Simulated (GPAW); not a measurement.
# BiTe (Fm-3m) in GPAW: a series of runs, part 2 of 2

GPAW 26.7.0. Earlier steps stand in the parts before.

**4. Relaxation of the atoms, PBE+D4 (atoms moved at random, drawn with an rms of 0.15 Å)**

Contents of run.py:

```python
from ase.calculators.mixing import SumCalculator
from ase.io import read, write
from ase.optimize import FIRE
from dftd4.ase import DFTD4
from gpaw import GPAW, PW

atoms = read('BiTe.xyz')

calc = GPAW(mode=PW(600),
            xc='PBE',
            kpts={'size': (4, 4, 4), 'gamma': True},
            occupations={'name': 'fermi-dirac', 'width': 0.05},
            nbands=20,
            convergence={'density': 1e-06, 'energy': 1e-06, 'eigenstates': 1e-10},
            maxiter=150,
            txt='gpaw.txt')
atoms.calc = SumCalculator([calc, DFTD4(method='pbe')])
opt = FIRE(atoms, trajectory='relax.traj', logfile='-')
done = opt.run(fmax=0.02, steps=100)
calc.write('gs.gpw')
write('result.traj', atoms)
print('Converged:', done)
print('Cell:', atoms.cell.cellpar().round(4))
print('Volume:', round(atoms.get_volume(), 4))
print(atoms.get_scaled_positions().round(5))
```

Contents of BiTe.xyz:

```xyz
2
Lattice="0.0000000000 3.2350000000 3.2350000000 3.2350000000 0.0000000000 3.2350000000 3.2350000000 3.2350000000 0.0000000000" Properties=species:S:1:pos:R:3 pbc="T T T"
Bi     0.0691966500      0.0749937700     -0.0120924300
Te     3.3808887950      3.2675182200      3.2948830850
```

Potentials or basis: GPAW PAW data sets (gpaw-data 1.2.1), pw.

The run is started by

```sh
> OMP_NUM_THREADS=1 python run.py
```

Wall time 6.5 min (1 thread of Arm Neoverse V1, shared host); peak memory 0.2 GiB.

The run converged. Its results:

* Free energy: -9.0461 eV
* Energy gained by relaxing: 11.4 meV/atom
* Ionic steps: 16
* Largest force after relaxing: 0.014 eV/Å
* Band gap on the k mesh: none (metal or under the smearing width)
* Dispersion energy per atom: -0.494 eV

Forces on the atoms (eV/Å):
```
Bi  -0.010  0.005 -0.009
Te   0.010 -0.005  0.009
```

The path:
```
step  energy change (eV)  largest force (eV/Å)
   1              0.0000                0.3858
   2             -0.0029                0.3607
   3             -0.0081                0.3114
   4             -0.0141                0.2404
   5             -0.0194                0.1515
   6             -0.0225                0.0511
   7             -0.0224                0.0534
   8             -0.0224                0.0525
   9             -0.0225                0.0507
  10             -0.0225                0.0479
  11             -0.0225                0.0444
  12             -0.0226                0.0401
  13             -0.0227                0.0350
  14             -0.0227                0.0294
  15             -0.0228                0.0226
  16             -0.0228                0.0145
```

Final structure:
```
Bi Te
1.0
     0.00000    3.23500    3.23500
     3.23500    0.00000    3.23500
     3.23500    3.23500    0.00000
Bi Te
1 1
Cartesian
  0.1089 0.0530 0.0252
  3.3411 3.2895 3.2576
```

Levels at points of the mesh, in eV from the Fermi level:
| k point | band 7 | band 8 | band 9 | band 10 | band 11 | band 12 | band 13 | band 14 |
| --- | --- | --- | --- | --- | --- | --- | --- | --- |
| (0.00, 0.00, 0.00) | -7.98 | -2.53 | -2.53 | -2.53 | 2.18 | 2.18 | 2.18 | 4.71 |
| (0.00, 0.00, 0.50) | -11.08 | -1.91 | -1.91 | -1.53 | -0.79 | -0.60 | -0.60 | 7.35 |
| (0.00, 0.50, 0.00) | -11.08 | -1.91 | -1.91 | -1.53 | -0.79 | -0.60 | -0.60 | 7.35 |
| (0.00, 0.50, 0.50) | -9.81 | -5.63 | -3.99 | -3.99 | 2.28 | 3.61 | 3.61 | 4.98 |
| (0.50, 0.00, 0.00) | -11.08 | -1.91 | -1.91 | -1.53 | -0.79 | -0.60 | -0.60 | 7.35 |
| (0.50, 0.00, 0.50) | -9.81 | -5.63 | -3.99 | -3.99 | 2.28 | 3.61 | 3.61 | 4.98 |
| (0.50, 0.50, 0.00) | -9.81 | -5.63 | -3.99 | -3.99 | 2.28 | 3.61 | 3.61 | 4.98 |
| (0.50, 0.50, 0.50) | -11.08 | -1.91 | -1.91 | -1.53 | -0.79 | -0.60 | -0.60 | 7.35 |

Caveat: the k mesh is coarse (spacing up to 0.42 Å⁻¹), so the values aren't converged; later steps reuse the first step's grids; spin-orbit coupling is left out, which moves the levels of the heavy elements; pairwise dispersion overbinds metals, which lowers pressure and volume.

**5. Single point, PBE**

Contents of run.py:

```python
from ase.io import read
from gpaw import PW
from gpaw.dft import DFT

atoms = read('POSCAR')

dft = DFT(atoms,
          mode=PW(600),
          xc='PBE',
          kpts={'size': (7, 7, 7), 'gamma': True},
          occupations={'name': 'fermi-dirac', 'width': 0.05},
          nbands=20,
          convergence={'density': 1e-05, 'energy': 1e-05},
          maxiter=150,
          txt='gpaw.txt')
print(f'Energy: {dft.calculate_energy():.6f} eV')
print('Forces (eV/A):')
print(dft.calculate_forces().round(4))
print('Stress (eV/A^3):', dft.calculate_stress().round(6))
dft.write_gpw_file('gs.gpw')
```

Contents of POSCAR:

```
BiTe
1.0
    0.0000000000      3.2350000000      3.2350000000
    3.2350000000      0.0000000000      3.2350000000
    3.2350000000      3.2350000000      0.0000000000
Bi Te
1 1
Direct
    0.0000000000      0.0000000000      0.0000000000
    0.5000000000      0.5000000000      0.5000000000
```

The run is started by

```sh
> OMP_NUM_THREADS=1 python run.py
```

Run time: 21 s. Hardware: 1 thread of Arm Neoverse V1, shared host; peak memory 0.17 GiB.

It converged, with:

| Quantity | Value |
| --- | --- |
| Free energy | -8.0055 eV |
| Pressure | 0.7 GPa |
| Band gap on the k mesh | none (metal or under the smearing width) |

Levels at points of the mesh, in eV from the Fermi level:
```tsv
k point	band 6	band 7	band 8	band 9	band 10	band 11	band 12	band 13	band 14	band 15
(0.00, 0.00, 0.00)	-13.50	-8.05	-2.59	-2.59	-2.59	2.11	2.11	2.11	4.65	4.65
```

Caveat: spin-orbit coupling is left out, which moves the levels of the heavy elements.

**6. Summary**

| task | level | potentials or basis | cell | k mesh | smearing | maxiter | optimizer | fmax | max steps | data set | other keys | mesh quality | gap on the mesh (eV) | pressure (GPa) |
| --- | --- | --- | --- | --- | --- | --- | --- | --- | --- | --- | --- | --- | --- | --- |
| relaxation of cell and atoms | rSCAN+D3(BJ) | GPAW PAW data sets (gpaw-data 1.2.1), pw | relaxed | 5 × 5 × 5 | fermi-dirac 0.05 eV | 150 | BFGS | 0.05 eV/Å | 100 | - | - | not flagged | none | 0.0 |
| electron localisation function | vdW-DF2 | GPAW PAW data sets (gpaw-data 1.2.1), other valence, pw | cell strained at random at fixed volume | 6 × 6 × 6 | gaussian 0.05 eV | 80 | - | - | - | Te 16 | several, not listed | not flagged | none | - |
| relaxation of the atoms | PBE+D4 | GPAW PAW data sets (gpaw-data 1.2.1), pw | atoms relaxed from: atoms moved at random, drawn with an rms of 0.15 Å | 4 × 4 × 4 | fermi-dirac 0.05 eV | 150 | FIRE | 0.02 eV/Å | 100 | - | - | coarse | none | - |
| single point | PBE | GPAW PAW data sets (gpaw-data 1.2.1), pw | as given | 7 × 7 × 7 | fermi-dirac 0.05 eV | 150 | - | - | - | - | - | not flagged | none | 0.7 |

Alike in all rows: no spin polarisation; cutoff (eV) 600.

Caveats: some runs use coarse meshes; spin-orbit coupling is left out, which moves the levels of the heavy elements; later steps reuse the first step's grids (some runs); the PAW data sets were made with another functional, which shifts forces and pressure a little (some runs); pairwise dispersion overbinds metals, which lowers pressure and volume (some runs).

Absolute energies hang on the potentials; compare differences alone.
